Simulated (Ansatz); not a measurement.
**CHFSe: basis-set convergence**

An exercise on one series of results from a longer session: the logs are not shown, and one member is left open.

Method: one geometry, several basis sets; program: Ansatz 0.2.0, Gaussian basis.

The runs, in order: PBE0-D4/def2-SVP; ωB97M-V/def2-SVP; PBE0-D4/def2-QZVPP; ωB97M-V/def2-QZVPP; the functionals' def2-TZVPP values are taken from earlier runs.

## The relaxed structure

All runs share one geometry, relaxed beforehand with PBE0-D4 in a triple-zeta def2 set.

SMILES `FC=[Se]`, 4 atoms, charge 0, spin multiplicity 1.

Atoms are counted from 1 here; the program's logs count them from 0.

Bond lengths: F1–C2 1.319 Å, C2–Se3 1.735 Å, C2–H4 1.089 Å. Angles: F1–C2–Se3 124.2°, F1–C2–H4 110.3°, Se3–C2–H4 125.4°.

The first run:

File in.yaml:

```yaml
crystal:
  periodic: [false, false, false]
  atoms:
    - {symbol: F, position_ang: [-1.157296, -0.388769, 0.508071]}
    - {symbol: C, position_ang: [-0.048794, 0.047445, -0.059029]}
    - {symbol: Se, position_ang: [1.538974, -0.538522, 0.322884]}
    - {symbol: H, position_ang: [-0.277484, 0.819547, -0.792326]}
basis:
  gaussian: {orbitals: def2-SVP}
hamiltonian: {xc: pbe0, dispersion: d4}
output: {orbitals: {seedname: orbitals}}
```

The run is started by

```
ansatz run in.yaml --threads 2 --pin off --events-out ev --progress --plain --max-ram 4352MiB
```

Steps of the session up to this table: PBE0-D4 in def2-SVP; ωB97M-V in def2-SVP; PBE0-D4 in def2-QZVPP; ωB97M-V in def2-QZVPP.

One of the session's tables, all rows but one given; the rest of the session is left out.

It belongs to the step «Density functionals: the series». 

```
functional       basis  HOMO (eV)  LUMO (eV)
   PBE0-D4    def2-SVP      -6.89      -2.45
   PBE0-D4  def2-TZVPP      -7.04      -2.59
   PBE0-D4  def2-QZVPP      -7.07      -2.63
   ωB97M-V    def2-SVP          ?          ?
   ωB97M-V  def2-TZVPP      -9.20      -0.43
   ωB97M-V  def2-QZVPP      -9.24      -0.48
```

**Question.** Estimate the row for ωB97M-V, def2-SVP.

**Answer.** HOMO (eV): -9.04; LUMO (eV): -0.22. In the column «HOMO (eV)» it lies between ωB97M-V, def2-TZVPP (-9.20) and PBE0-D4, def2-QZVPP (-7.07).
